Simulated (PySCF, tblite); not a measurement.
# C₂H₄BCl₂ radical: geometry, infrared bands and EPR parameters

What infrared bands and EPR parameters should C₂H₄BCl₂ radical (`C[CH]B(Cl)Cl`) show?

The runs use tblite 0.8.0 and PySCF 2.14.0, with density-fitted response routines of our own; the level of theory stands in each step. All values are computed, except where a source is named. Atoms are numbered from 0 throughout.

### 1 The molecule as given

9 atoms, charge 0, multiplicity 2; geometry from: force field or distance geometry start.

Bonds of the start (Å): C0–C1 1.51, C1–B2 1.61, B2–Cl3 1.84, B2–Cl4 1.85, C0–H5 1.11, C0–H6 1.11, C0–H7 1.11, C1–H8 1.11.

### 2 Optimising the geometry with GFN2-xTB

Job settings and geometry (Å):

```
{"job": {"kind": "relax", "xc": "GFN2-xTB", "basis": "xTB"}, "charge": 0, "multiplicity": 2}
C     -1.152300     0.049500    -0.361200
C      0.210700     0.704400    -0.296900
B      1.326300    -0.317600     0.259100
Cl     2.738200    -0.771000    -0.828400
Cl     1.226800    -0.956800     1.990900
H     -1.509200    -0.254800     0.648500
H     -1.134700    -0.831100    -1.033200
H     -1.879300     0.788600    -0.770000
H      0.187000     1.594800     0.366000
```

Run with:

```sh
OMP_NUM_THREADS=1 python probes_run.py task.json out
```

This one command runs all jobs of the session in turn.

The log of the run:

```text
step      E/eV     max force
  0    -451.95357    3.091
  1    -452.20754    2.187
  2    -452.49272    0.577
  3    -452.50697    0.349
  4    -452.52237    0.345
  5    -452.53842    0.410
  6    -452.55176    0.493
  7    -452.56917    0.537
  8    -452.58406    0.400
  9    -452.59660    0.367
 10    -452.60767    0.405
 11    -452.61763    0.467
 12    -452.63056    0.422
 13    -452.64617    0.469
 14    -452.65962    0.354
 15    -452.67265    0.449
 16    -452.68817    0.710
 17    -452.70441    0.738
 18    -452.72504    0.468
 19    -452.74458    0.353
 20    -452.76123    0.391
 21    -452.77794    0.424
 22    -452.79354    0.535
 23    -452.80829    0.577
 24    -452.82711    1.041
 25    -452.85491    0.686
 26    -452.93843    0.851
 27    -452.97827    0.887
 28    -453.04575    0.824
 29    -453.08972    0.613
 30    -453.12706    0.646
 31    -453.15793    0.629
 32    -453.18839    0.532
 33    -453.21559    0.395
 34    -453.22602    0.315
 35    -453.23492    0.267
 36    -453.24277    0.225
 37    -453.24798    0.142
 38    -453.24979    0.103
 39    -453.25047    0.084
 40    -453.25086    0.063
 41    -453.25130    0.043
 42    -453.25155    0.040
 43    -453.25170    0.038
 44    -453.25181    0.037
 45    -453.25195    0.039
 46    -453.25210    0.034
 47    -453.25228    0.035
 48    -453.25252    0.048
 49    -453.25284    0.064
 50    -453.25324    0.066
 51    -453.25366    0.075
 52    -453.25417    0.076
 53    -453.25490    0.088
 54    -453.25596    0.133
 55    -453.25713    0.130
 56    -453.25838    0.157
 57    -453.25980    0.156
 58    -453.26167    0.140
 59    -453.26376    0.196
 60    -453.26672    0.150
 61    -453.26881    0.121
 62    -453.27022    0.073
 63    -453.27080    0.148
 64    -453.27197    0.063
 65    -453.27256    0.043
 66    -453.27291    0.050
 67    -453.27317    0.060
 68    -453.27368    0.069
 69    -453.27413    0.062
 70    -453.27434    0.042
 71    -453.27441    0.041
 72    -453.27450    0.032
 73    -453.27463    0.042
 74    -453.27489    0.045
 75    -453.27511    0.042
 76    -453.27529    0.017
 77    -453.27534    0.010
 78    -453.27536    0.011
 79    -453.27536    0.010
 80    -453.27537    0.010
 81    -453.27538    0.010
 82    -453.27540    0.010
```

Wall time 0.42 s (1 thread of Arm Neoverse V1, shared host).

Relaxation path: (not every step is listed)

```
step  energy from step 0 (eV)  largest force (eV/Å)
   0                   0.0000                3.0913
   1                  -0.2540                2.1875
   2                  -0.5392                0.5774
   3                  -0.5534                0.3487
   4                  -0.5688                0.3453
   5                  -0.5848                0.4102
   6                  -0.5982                0.4926
   7                  -0.6156                0.5366
   8                  -0.6305                0.4004
  14                  -0.7061                0.3536
  20                  -0.8077                0.3915
  26                  -0.9849                0.8511
  32                  -1.2348                0.5322
  38                  -1.2962                0.1029
  44                  -1.2982                0.0371
  50                  -1.2997                0.0659
  56                  -1.3048                0.1571
  62                  -1.3166                0.0729
  68                  -1.3201                0.0687
  74                  -1.3213                0.0451
  77                  -1.3218                0.0099
  78                  -1.3218                0.0108
  79                  -1.3218                0.0100
  80                  -1.3218                0.0103
  81                  -1.3218                0.0104
  82                  -1.3218                0.0095
```

Close pairs (by a distance rule), those that changed most:

```
  bond  before (Å)  after (Å)  change (Å)
 C1–B2       1.612      1.500      -0.112
B2–Cl4       1.849      1.743      -0.105
B2–Cl3       1.839      1.744      -0.095
 C0–C1       1.514      1.475      -0.038
 C1–H8       1.110      1.083      -0.027
 C0–H5       1.113      1.086      -0.027
 C0–H7       1.114      1.093      -0.021
 C0–H6       1.108      1.093      -0.015
```

The next job starts from the end point, and lists it.

### 3 Harmonic vibrations with GFN2-xTB

Job settings and geometry (Å):

```
{"job": {"kind": "ir", "xc": "GFN2-xTB", "basis": "xTB"}, "charge": 0, "multiplicity": 2}
C     -1.218767     0.053716    -0.190895
C      0.216930     0.323843    -0.397479
B      1.340694    -0.230901     0.426075
Cl     2.995941     0.177551     0.059887
Cl     1.041062    -1.297488     1.771915
H     -1.384563    -0.617339     0.646975
H     -1.654606    -0.379035    -1.094895
H     -1.756511     0.989931    -0.020043
H      0.433382     0.985717    -1.226719
```

The log of the run:

```text
mode    cm-1     km/mol
  1     113.9      3.07
  2     128.2      0.11
  3     154.7      1.21
  4     233.7      3.73
  5     359.6      9.53
  6     368.8      1.45
  7     507.3      1.35
  8     688.4     15.48
  9     737.2     76.53
 10     935.6      4.01
 11     959.2     89.26
 12    1082.5     12.05
 13    1201.6      4.93
 14    1346.3      8.59
 15    1366.6     55.33
 16    1432.2      5.29
 17    1459.7     11.05
 18    2942.1      2.19
 19    2971.1      2.51
 20    3050.6      4.12
 21    3063.1     34.70
```

Run time: 0.21 s. Hardware: 1 thread of Arm Neoverse V1, shared host.

Which atoms move in the most intense modes:

```
cm⁻¹  km/mol                               atoms
 360     9.5                    B2 76 %, H8 14 %
 688    15.5                    H8 66 %, C1 20 %
 737    76.5                             B2 81 %
 959    89.3  B2 26 %, C0 20 %, H6 16 %, H7 15 %
1082    12.1  C1 26 %, B2 23 %, H5 18 %, H8 17 %
1367    55.3  H7 34 %, H6 34 %, H5 16 %, C0 15 %
1460    11.1           H6 29 %, H7 28 %, H5 26 %
3063    34.7                    H8 50 %, H5 43 %
```

### 4 EPR parameters: B3LYP/pcH-1

Settings changed since step 3:

```diff
@@ -1,2 +1,2 @@
-{"job": {"kind": "ir", "xc": "GFN2-xTB", "basis": "xTB"}, "charge": 0, "multiplicity": 2}
+{"job": {"kind": "epr", "basis": "pcH-1"}, "charge": 0, "multiplicity": 2}
 C     -1.218767     0.053716    -0.190895
```

Method: UKS B3LYP, pcH-1 on B C Cl H, non-relativistic, mean-field spin-orbit, GIAO.

The log of the run:

```text
UKS, coarse grid
  cycle   1  E = -1023.90826167  |g| = 2.64e-01
  cycle   2  E = -1023.90910180  |g| = 2.39e-01
  cycle   3  E = -1023.93587117  |g| = 5.43e-02
  cycle   4  E = -1023.93707883  |g| = 1.63e-02
  cycle   5  E = -1023.93722542  |g| = 4.57e-03
  cycle   6  E = -1023.93723830  |g| = 2.57e-03
  cycle   7  E = -1023.93723997  |g| = 5.11e-04
UKS, final grid
  cycle   1  E = -1023.93721368  |g| = 4.85e-04
  cycle   2  E = -1023.93721361  |g| = 6.40e-04
  cycle   3  E = -1023.93721382  |g| = 5.91e-05
  cycle   4  E = -1023.93721382  |g| = 3.87e-05
  cycle   5  E = -1023.93721382  |g| = 1.08e-05
E = -1023.93721382 Eh   <S^2> = 0.7526 (exact 0.7500)
g shifts (ppm)      1          2          3
  rmc          -146       -146       -146
  gc             -4         26         32
  oz_so        -124       4944       5935
  total        -274       4824       5822
hyperfine (MHz)  atom isotope    a_iso     a_fc   dipolar eigenvalues
    0   13C     -26.05     -26.04     -3.25      0.35      2.91
    1   13C      52.45      52.75    -62.87    -62.25    125.12
    2   11B     -20.86     -21.06    -11.68     -3.88     15.56
    3  35Cl       3.02       2.65    -11.38    -10.73     22.11
    4  35Cl       2.51       2.17     -9.93     -9.25     19.18
    5    1H       1.11       1.11     -3.64     -3.51      7.15
    6    1H     107.97     107.97     -5.15     -2.99      8.14
    7    1H     109.28     109.28     -5.16     -2.98      8.14
    8    1H     -48.06     -48.02    -29.34     -1.97     31.31
```

It took 32 s on 1 thread of Arm Neoverse V1, shared host; peak memory 0.69 GiB.

Principal g values 2.00205, 2.00714, 2.00814; g(iso) = 2.00578, against 2.00232 for a free electron.

Hyperfine couplings; where a row names several nuclei, a(iso) is their mean (it holds for fast rotation or exchange) and the dipolar term the largest among them:

```
    nuclei  isotope  a(iso) (MHz)  a(iso) (G, at g = 2.0023)  largest dipolar term (MHz)
H5, H6, H7       1H          72.8                       26.0                         8.1
        C1      13C          52.5                       18.7                       125.1
        H8       1H         -48.1                      -17.1                        31.3
        C0      13C         -26.0                       -9.3                        -3.3
        B2      11B         -20.9                       -7.4                        15.6
  Cl3, Cl4     35Cl           2.8                        1.0                        22.1
```

Mulliken spin populations:

```
atom  value (e)
  C0      -0.07
  C1       0.82
  B2       0.11
 Cl3       0.05
 Cl4       0.04
  H5       0.00
  H6       0.04
  H7       0.04
  H8      -0.04
```

In first order the couplings over 0.8 MHz of 1H, 11B, 35Cl give 224 distinct lines over 123.3 G, if the averaged nuclei exchange fast; the same motion can average rows kept apart here too.

Orbitals, density, ELF and potential are computed afterwards from the orbital file.

ELF in a plane through or near 7 of the atoms.

Ten even steps from '0' (0.00) to '9' (1.00):
```
0000000000000000000000000000
0000000000000000000000000000
0000000000000000000000000000
0000000000001331000000000000
0000023431007997100000000000
0000257763019999200000000000
0001578985029999100000000000
0013783585028996101000000000
0035857377375527545410000000
0036884586169249227520000000
0024787662928567235410000000
0012431135342116885200000000
0000000477675008998400000000
0000015871748305999500000000
0000026882568610697300000000
0000025888788620011000000000
0000002566776310000000000000
0000000011211000000000000000
0000000000000000000000000000
0000000000000000000000000000
```
The map spans 11.0 Å across and 9.0 Å up, centred on the molecule. Atoms in the plane (x, y in Å): C0 (1.2, -0.1), C1 (-0.1, 0.5), B2 (-1.4, -0.2), Cl3 (-2.9, 0.8), Cl4 (-1.5, -1.9), H5 (1.1, -1.2), H8 (-0.1, 1.6).

On the surface of density 0.002 e/bohr³ the electrostatic potential runs, from the 1st to the 99th percentile, from -0.61 V near Cl3 to 1.04 V near H8.

The spin density lies nearest to C1 57 %; B2 13 %; H8 8 %.

### 5 Summary of results

| quantity | value |
| --- | --- |
| strongest single infrared mode (GFN2-xTB) | 959 cm⁻¹, 89 km/mol |
| zero-point energy (GFN2-xTB) | 35.9 kcal/mol |
| g(iso) (B3LYP) | 2.00578 |
| ⟨S²⟩ | 0.753 (exact 0.75) |
| largest a(iso) (averaged by class) | 1H on H5, H6, H7, 72.8 MHz |
| potential on the surface of density 0.002 e/bohr³, 1st and 99th percentile | -0.61 V and 1.04 V |

Relaxing lowered the energy by 1.322 eV in 82 steps; the close pair that moved most is C1–B2, from 1.612 to 1.500 Å. All 21 modes are real, so the xTB geometry is a minimum. The strongest single mode, at 959 cm⁻¹, is spread over several atoms, B2, C0, H6, H7 among them. GFN2-xTB is a fitted tight-binding method: band positions and strengths are rough. Its intensities can rank the bands wrongly. Most of the unpaired spin sits on C1 (0.82 e). The isotropic g lies 3.5 ppt above the free-electron value. The conformer search found further structures of the same energy, which may be mirror or relabelled copies of this one.
